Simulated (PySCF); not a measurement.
# CH₄NSSi₂−: magnetic properties

Aim: compute the magnetic properties of CH₄NSSi₂− (`N#C[SiH-]S[SiH3]`).

Programs: PySCF 2.14.0, with routines of our own; each step states its level. All values are computed. Atoms count from 0.

## Step 1: The system as given

9 atoms, charge -1, multiplicity 1; geometry from: GFN2-xTB.

## Step 2: Optimising the geometry at PBE0-D3(BJ)/def2-SVP

What the job is given:

```
{"job": {"xc": "PBE0", "basis": "def2-SVP", "d3": "d3bj", "grid": 1, "kind": "geom"}, "charge": -1, "multiplicity": 1}
N      1.653564     2.466541    -0.178317
C      1.643299     1.308550    -0.152234
Si     2.013929    -0.497004    -0.376508
S     -0.000091    -1.262145    -1.173063
Si    -1.476389    -0.409452     0.000479
H      1.791314    -0.907243     1.035267
H     -1.488664     1.050376    -0.061730
H     -2.746663    -0.922108    -0.525548
H     -1.376736    -0.821521     1.406475
```

On the command line:

```sh
> OMP_NUM_THREADS=1 python excited_run.py task.json out
```

This one command runs all jobs of the session in turn.

Standard output:

```text
step   0  E = -1071.64823155  max force = 0.022879
step   1  E = -1071.65394539  max force = 0.004657
step   2  E = -1071.65443964  max force = 0.001499
step   3  E = -1071.65461284  max force = 0.000987
step   4  E = -1071.65478990  max force = 0.002358
step   5  E = -1071.65488678  max force = 0.002277
step   6  E = -1071.65494073  max force = 0.000866
step   7  E = -1071.65495635  max force = 0.000248
step   8  E = -1071.65496019  max force = 0.000382
optimisation converged
```

It took 24 s on 1 thread of Intel Xeon Platinum 8488C, shared host; peak memory 0.49 GiB.

Relaxation path:

| step | energy from step 0 (eV) | largest force component (eV/Å) |
| --- | --- | --- |
| 0 | 0.0000 | 1.1765 |
| 1 | -0.1555 | 0.2395 |
| 2 | -0.1689 | 0.0771 |
| 3 | -0.1736 | 0.0508 |
| 4 | -0.1785 | 0.1213 |
| 5 | -0.1811 | 0.1171 |
| 6 | -0.1826 | 0.0445 |
| 7 | -0.1830 | 0.0128 |
| 8 | -0.1831 | 0.0196 |

Close pairs (by a distance rule), those that changed most:

```csv
bond,before (Å),after (Å),change (Å)
C1–Si2,1.857,1.922,+0.065
Si2–H5,1.487,1.539,+0.052
Si4–H7,1.467,1.511,+0.044
S3–Si4,2.070,2.107,+0.038
Si4–H6,1.461,1.498,+0.036
Si4–H8,1.469,1.503,+0.035
Si2–S3,2.297,2.288,-0.009
N0–C1,1.158,1.166,+0.008
```

The end geometry stands in the next job.

| at the end point | value |
| --- | --- |
| point group (found at 0.08 Å tolerance) | C1 |
| rotational constants (GHz, main isotopes) | 3.426, 1.587, 1.267 |

## Step 3: Magnetic properties: GIAO KT3/aug-pcSseg-1

What the job is given:

```
{"job": {"kind": "mag", "xc": "KT3", "basis": "aug-pcSseg-1", "isotopologues": 2}, "charge": -1, "multiplicity": 1}
N      1.874189     2.409309    -0.307535
C      1.807942     1.247365    -0.230094
Si     1.935787    -0.669482    -0.171143
S      0.046749    -1.129409    -1.377079
Si    -1.417962    -0.409033    -0.044326
H      1.265893    -0.738495     1.212559
H     -1.252975     1.034989     0.316829
H     -2.787880    -0.539915    -0.669425
H     -1.497769    -1.184138     1.241009
```

Method: GIAO KT3/aug-pcSseg-1 magnetisability, rotational g tensor and spin-rotation constants, non-relativistic, gas phase.

Standard output:

```text
coarse grid: 9504 points
cycle   1  E = -1081.2648629645  dE =  1.036e-01  |g| = 4.919e-01  |ddm| = 3.409e+00
cycle   2  E = -1081.0554140979  dE =  2.094e-01  |g| = 1.005e+00  |ddm| = 2.108e+00
cycle   3  E = -1081.3113323825  dE = -2.559e-01  |g| = 3.314e-01  |ddm| = 1.312e+00
cycle   4  E = -1081.3377623710  dE = -2.643e-02  |g| = 6.567e-02  |ddm| = 3.901e-01
cycle   5  E = -1081.3388796339  dE = -1.117e-03  |g| = 2.705e-02  |ddm| = 2.129e-01
cycle   6  E = -1081.3391596268  dE = -2.800e-04  |g| = 7.726e-03  |ddm| = 8.287e-02
cycle   7  E = -1081.3391798696  dE = -2.024e-05  |g| = 2.117e-03  |ddm| = 2.130e-02
cycle   8  E = -1081.3391815022  dE = -1.633e-06  |g| = 5.237e-04  |ddm| = 5.974e-03
final grid: 79288 points
cycle   9  E = -1081.3963965094  dE = -1.607e-04  |g| = 1.678e-02  |ddm| = 1.487e-01
cycle  10  E = -1081.3963297936  dE =  6.672e-05  |g| = 1.988e-02  |ddm| = 3.467e-02
cycle  11  E = -1081.3963659044  dE = -3.611e-05  |g| = 1.600e-02  |ddm| = 3.159e-02
cycle  12  E = -1081.3964234334  dE = -5.753e-05  |g| = 2.925e-03  |ddm| = 1.258e-02
cycle  13  E = -1081.3964260084  dE = -2.575e-06  |g| = 2.993e-04  |ddm| = 5.273e-03
cycle  14  E = -1081.3964260437  dE = -3.533e-08  |g| = 6.379e-05  |ddm| = 9.325e-04
cycle  15  E = -1081.3964260451  dE = -1.439e-09  |g| = 2.097e-05  |ddm| = 1.973e-04
cycle  16  E = -1081.3964260453  dE = -1.255e-10  |g| = 8.977e-06  |ddm| = 6.221e-05
converged SCF energy = -1081.3964260453

Magnetisability tensor (1e-30 J/T^2)
    -1184.72      -10.05      -21.65
      -10.05    -1243.13      -25.38
      -21.65      -25.38    -1129.05
isotropic -1185.63   principal values   -1251.72  -1187.11  -1118.06
isotropic susceptibility -71.400 1e-6 cm^3/mol

Inertial axes            a          b          c
rot. const./GHz      3.4261     1.5868     1.2675
chi total           -73.237    -73.069    -67.896
chi diamagnetic    -458.808   -843.422  -1022.621
chi paramagnetic    385.571    770.353    954.726
quadrupole/D A      -13.073      0.127     12.946
g nuclear            0.5510     0.5361     0.5304
g electronic        -0.6206    -0.5743    -0.5685
g total             -0.0696    -0.0382    -0.0381

Spin-rotation constants (kHz, H = +C I.J)
atom  isotope        aa         bb         cc
  0    14N        0.579      0.192      0.265
  5     1H       -0.190     -0.076      0.042
  6     1H       -0.034      0.018     -0.091
  7     1H        0.087     -0.089     -0.045
  8     1H       -0.211     -0.110      0.065
  1    13C*       1.097      0.374      0.550
  2   29Si*      -1.673     -0.866     -0.754
  3    33S*       0.287      0.208      0.137
  4   29Si*      -1.978     -0.770     -0.711
* in the singly substituted isotopologue

Isotopologues: g along a, b, c
2H    at 5,6,7,8           -0.0645    -0.0357    -0.0363
15N   at 0                 -0.0683    -0.0374    -0.0372
```

Wall time 30 s (1 thread of Intel Xeon Platinum 8488C, shared host); peak memory 0.59 GiB.

From this job:

```
              quantity                      value
       magnetisability           -1186·10⁻³⁰ J/T²
  molar susceptibility         -71.4·10⁻⁶ cm³/mol
rotational g (a, b, c)  -0.0696, -0.0382, -0.0381
```

Orbitals, density, ELF and potential are computed afterwards from the orbital file.

Frontier orbitals at KT3/aug-pcSseg-1, with the share of their density that lies nearest to each atom:

| orbital | energy (eV) | lies on |
| --- | --- | --- |
| HOMO | -0.84 | Si2 65 %; H5 11 %; S3 7 % |
| LUMO | 2.13 | H7, H8 about 31 % each; H6 22 %; S3 6 % |

ELF in a plane through or near 3 of the atoms.

Ten even steps from ' ' (0.00) to '@' (0.99):
```
                                                        
                                                        
        ..--====::..                                    
      ..++##%%##**==..      ..----..                    
      ==##@@@@@@%%**::      ##@@%%==                    
    ..++%%@@@@**%%**--    ::@@@@@@##::..::++++::        
    ..==##%%==++####==..  ::@@@@@@%%--==##@@@@##..      
      --++######%%##**::  ..%%@@@@++--**@@@@@@%%--      
      ..--**##++--::##--    ++++..++::::@@@@@@%%--      
        ::++**==::**%%--    ::..::****..######==..      
        ..==++##%%@@%%--..  ::::..**::..====--..        
          ..::**##**------..::==--::--++--..            
          ..::==::  ..::++::..::--==****--..            
        ..==****::..----**--    ....::::..              
        --##%%@@**--::++**::                            
        --%%@@@@@@%%##++--..                            
    ....::**%%@@@@%%##==::                              
  ....    --**##%%##++::..                              
            ..--==--::                                  
                                                        
```
The map spans 10.7 Å across and 8.1 Å up, centred on the molecule. Atoms in the plane (x, y in Å): N0 (-2.7, 1.5), C1 (-2.2, 0.4), Si4 (1.5, 0.2).

log10 of the density (e/Å³) in the same plane.

Ten even steps from ' ' (-4.0) to '@' (2.2):
```
        ..........                                      
      ....::::::::....          ..                      
    ..::::--------::::..........::..........            
  ....::--========----::::::::::--::::::::......        
  ..::--==++++**++==----::----====------::::::::..      
..::::--++**####**++==------==++++======------::::..    
..::::==++**##@@****++==--==++++++++++========--::....  
  ::::--++****####**++======++****++++++++++==--::....  
  ..::--==++**##%%##++======++++**##**++++++==--::::..  
  ..::--==++++**##****++====++++**@@##**++++==--::....  
  ....::--==++******++++====++++**%%**++++====--::....  
......::--====++++**++++++==++++++++++++====--::::..    
......::----==++++****++++++====++++++++==----::..      
......::----==++++**##**++++============----::....      
..::::::----==++++++++++++====----------::::....        
::::::::::--====++++++++====------::::::::....          
::::::::::----============--::::::::......              
::::::::::::--------------::::......                    
::::::::::::::::------::::::..                          
::::::........::::::::::....                            
```
The map spans 10.7 Å across and 8.1 Å up, centred on the molecule. Atoms in the plane (x, y in Å): N0 (-2.7, 1.5), C1 (-2.2, 0.4), Si4 (1.5, 0.2).

On the surface of density 0.002 e/bohr³ the electrostatic potential runs, from the 1st to the 99th percentile, from -4.97 V near N0 to -2.78 V near H8.

## Step 4: Magnetic properties: GIAO B97-2/pcSseg-0

Settings changed since step 3:

```diff
@@ -1,2 +1,2 @@
-{"job": {"kind": "mag", "xc": "KT3", "basis": "aug-pcSseg-1", "isotopologues": 2}, "charge": -1, "multiplicity": 1}
+{"job": {"kind": "mag", "xc": "B97-2", "basis": "pcSseg-0"}, "charge": -1, "multiplicity": 1}
 N      1.874189     2.409309    -0.307535
```

Method: GIAO B97-2/pcSseg-0 magnetisability, rotational g tensor and spin-rotation constants, non-relativistic, gas phase.

Standard output:

```text
coarse grid: 9504 points
cycle   1  E = -1071.0193801164  dE =  2.941e-02  |g| = 3.912e-01  |ddm| = 3.428e+00
cycle   2  E = -1070.9292225110  dE =  9.016e-02  |g| = 7.403e-01  |ddm| = 1.731e+00
cycle   3  E = -1071.0627544180  dE = -1.335e-01  |g| = 1.528e-01  |ddm| = 9.466e-01
cycle   4  E = -1071.0683084963  dE = -5.554e-03  |g| = 3.775e-02  |ddm| = 2.340e-01
cycle   5  E = -1071.0686783948  dE = -3.699e-04  |g| = 1.012e-02  |ddm| = 7.453e-02
cycle   6  E = -1071.0687156032  dE = -3.721e-05  |g| = 9.887e-04  |ddm| = 2.148e-02
cycle   7  E = -1071.0687159654  dE = -3.622e-07  |g| = 2.482e-04  |ddm| = 3.352e-03
final grid: 79288 points
cycle   8  E = -1071.1658427857  dE = -1.114e-05  |g| = 3.164e-03  |ddm| = 1.858e-02
cycle   9  E = -1071.1658363810  dE =  6.405e-06  |g| = 6.286e-03  |ddm| = 8.890e-03
cycle  10  E = -1071.1658447546  dE = -8.374e-06  |g| = 1.194e-03  |ddm| = 6.252e-03
cycle  11  E = -1071.1658451036  dE = -3.490e-07  |g| = 9.092e-05  |ddm| = 1.360e-03
cycle  12  E = -1071.1658451068  dE = -3.176e-09  |g| = 2.416e-05  |ddm| = 3.022e-04
cycle  13  E = -1071.1658451070  dE = -2.292e-10  |g| = 4.055e-06  |ddm| = 7.475e-05
converged SCF energy = -1071.1658451070

Magnetisability tensor (1e-30 J/T^2)
    -1311.56       -2.94      -36.28
       -2.94    -1359.47      -22.19
      -36.28      -22.19    -1280.16
isotropic -1317.06   principal values   -1368.50  -1329.14  -1253.56
isotropic susceptibility -79.315 1e-6 cm^3/mol

Inertial axes            a          b          c
rot. const./GHz      3.4261     1.5868     1.2675
chi total           -80.421    -80.443    -77.082
chi diamagnetic    -460.728   -843.887  -1022.763
chi paramagnetic    380.307    763.444    945.681
quadrupole/D A      -11.243     -0.514     11.757
g nuclear            0.5510     0.5361     0.5304
g electronic        -0.6121    -0.5691    -0.5631
g total             -0.0611    -0.0330    -0.0327

Spin-rotation constants (kHz, H = +C I.J)
atom  isotope        aa         bb         cc
  0    14N        0.628      0.210      0.290
  5     1H       -0.231     -0.091      0.031
  6     1H       -0.097     -0.013     -0.111
  7     1H        0.023     -0.112     -0.066
  8     1H       -0.269     -0.135      0.042
  1    13C*       1.119      0.374      0.564
  2   29Si*      -1.747     -0.893     -0.821
  3    33S*       0.071      0.114      0.037
  4   29Si*      -1.961     -0.738     -0.703
* in the singly substituted isotopologue
```

Wall time 4.9 s (1 thread of Intel Xeon Platinum 8488C, shared host); peak memory 0.52 GiB.

In short:

| quantity | value |
| --- | --- |
| magnetisability | -1317·10⁻³⁰ J/T² |
| molar susceptibility | -79.3·10⁻⁶ cm³/mol |
| rotational g (a, b, c) | -0.0611, -0.0330, -0.0327 |

## Step 5: Magnetic properties: common gauge origin BP86/6-31++G**, grid 3

Settings changed since step 4:

```diff
@@ -1,2 +1,2 @@
-{"job": {"kind": "mag", "xc": "B97-2", "basis": "pcSseg-0"}, "charge": -1, "multiplicity": 1}
+{"job": {"kind": "mag", "xc": "BP86", "basis": "6-31++G**", "grid": 3, "gauge": [0, 0, 0]}, "charge": -1, "multiplicity": 1}
 N      1.874189     2.409309    -0.307535
```

Level: common gauge origin BP86/6-31++G** magnetisability, rotational g tensor and spin-rotation constants, non-relativistic, gas phase.

Standard output:

```text
coarse grid: 9504 points
cycle   1  E = -1072.6049558243  dE =  1.149e-01  |g| = 4.150e-01  |ddm| = 3.914e+00
cycle   2  E = -1072.4504709616  dE =  1.545e-01  |g| = 8.662e-01  |ddm| = 2.668e+00
cycle   3  E = -1072.6434056376  dE = -1.929e-01  |g| = 2.945e-01  |ddm| = 1.662e+00
cycle   4  E = -1072.6640894027  dE = -2.068e-02  |g| = 6.177e-02  |ddm| = 4.534e-01
cycle   5  E = -1072.6651135002  dE = -1.024e-03  |g| = 2.299e-02  |ddm| = 2.096e-01
cycle   6  E = -1072.6653256820  dE = -2.122e-04  |g| = 6.216e-03  |ddm| = 7.928e-02
cycle   7  E = -1072.6653399387  dE = -1.426e-05  |g| = 1.905e-03  |ddm| = 2.850e-02
cycle   8  E = -1072.6653413887  dE = -1.450e-06  |g| = 2.774e-04  |ddm| = 9.058e-03
final grid: 124496 points
cycle   9  E = -1072.5734619180  dE = -8.531e-06  |g| = 2.742e-03  |ddm| = 4.877e-02
cycle  10  E = -1072.5734537008  dE =  8.217e-06  |g| = 5.751e-03  |ddm| = 1.531e-02
cycle  11  E = -1072.5734637024  dE = -1.000e-05  |g| = 1.825e-03  |ddm| = 1.126e-02
cycle  12  E = -1072.5734644697  dE = -7.673e-07  |g| = 2.765e-04  |ddm| = 1.826e-03
cycle  13  E = -1072.5734644998  dE = -3.012e-08  |g| = 7.305e-05  |ddm| = 1.190e-03
cycle  14  E = -1072.5734645015  dE = -1.673e-09  |g| = 2.157e-05  |ddm| = 2.463e-04
cycle  15  E = -1072.5734645017  dE = -1.860e-10  |g| = 4.333e-06  |ddm| = 1.174e-04
converged SCF energy = -1072.5734645017

Magnetisability tensor (1e-30 J/T^2)
    -4881.08     1273.42        8.16
     1273.42    -7314.72      586.79
        8.16      586.79    -8732.42
isotropic -6976.08   principal values   -8997.34  -7607.42  -4323.47
isotropic susceptibility -420.109 1e-6 cm^3/mol

Inertial axes            a          b          c
rot. const./GHz      3.4261     1.5868     1.2675
chi total          -265.914   -454.602   -539.811
chi diamagnetic    -460.025   -844.245  -1023.693
chi paramagnetic    194.111    389.643    483.882
quadrupole/D A      -12.768     -0.237     13.005
g nuclear            0.5510     0.5361     0.5304
g electronic        -0.3124    -0.2905    -0.2881
g total              0.2386     0.2457     0.2423

Spin-rotation constants (kHz, H = +C I.J)
atom  isotope        aa         bb         cc
  0    14N        0.559      0.214      0.277
  5     1H       -0.632     -0.450     -0.693
  6     1H        0.443     -0.887     -0.542
  7     1H       -0.032      0.685      0.707
  8     1H       -0.380      0.196      0.050
  1    13C*       0.608      0.186      0.281
  2   29Si*      -1.932     -0.808     -0.830
  3    33S*       0.242      0.157      0.116
  4   29Si*      -1.838     -0.709     -0.642
* in the singly substituted isotopologue
```

Run time: 13 s. Hardware: 1 thread of Intel Xeon Platinum 8488C, shared host; peak memory 0.52 GiB.

A normal end doesn't make this result sound: a common gauge origin replaces GIAOs, so the magnetic properties depend on where the origin lies.

## Step 6: The levels compared

```csv
level,ξ (10⁻³⁰ J/T²),g(a),g(b),gap (eV),functions,time
GIAO KT3/aug-pcSseg-1,-1186,-0.0696,-0.0382,2.98,187,30 s
GIAO B97-2/pcSseg-0,-1317,-0.0611,-0.0330,5.04,65,4.9 s
```

## Step 7: Results

| quantity | value |
| --- | --- |
| point group | C1 |
| rotational constants (main isotopes) | 3.43, 1.59, 1.27 GHz |
| magnetisability (step 3, GIAO KT3/aug-pcSseg-1) | -1186·10⁻³⁰ J/T² |
| molar susceptibility (step 3, GIAO KT3/aug-pcSseg-1) | -71.4·10⁻⁶ cm³/mol |
| rotational g (a, b, c) (step 3, GIAO KT3/aug-pcSseg-1) | -0.0696, -0.0382, -0.0381 |
| magnetisability over the levels | -1317 to -1186·10⁻³⁰ J/T² |
| runs | 0 failed, 1 ended on unsound input |

What this shows: Relaxing lowered the energy by 0.183 eV in 8 steps; the close pair that moved most is C1–Si2, from 1.857 to 1.922 Å. For an ion, the motion of the centre of mass in the field is left out. The magnetisability spreads by 10.5 % over 2 levels, from GIAO B97-2/pcSseg-0 (4.9 s) to GIAO KT3/aug-pcSseg-1 (30 s); the runs took 4.9 s to 30 s. Two levels can agree by chance, so this spread shows no convergence. Vibrational averaging and real surroundings are missing from these values.
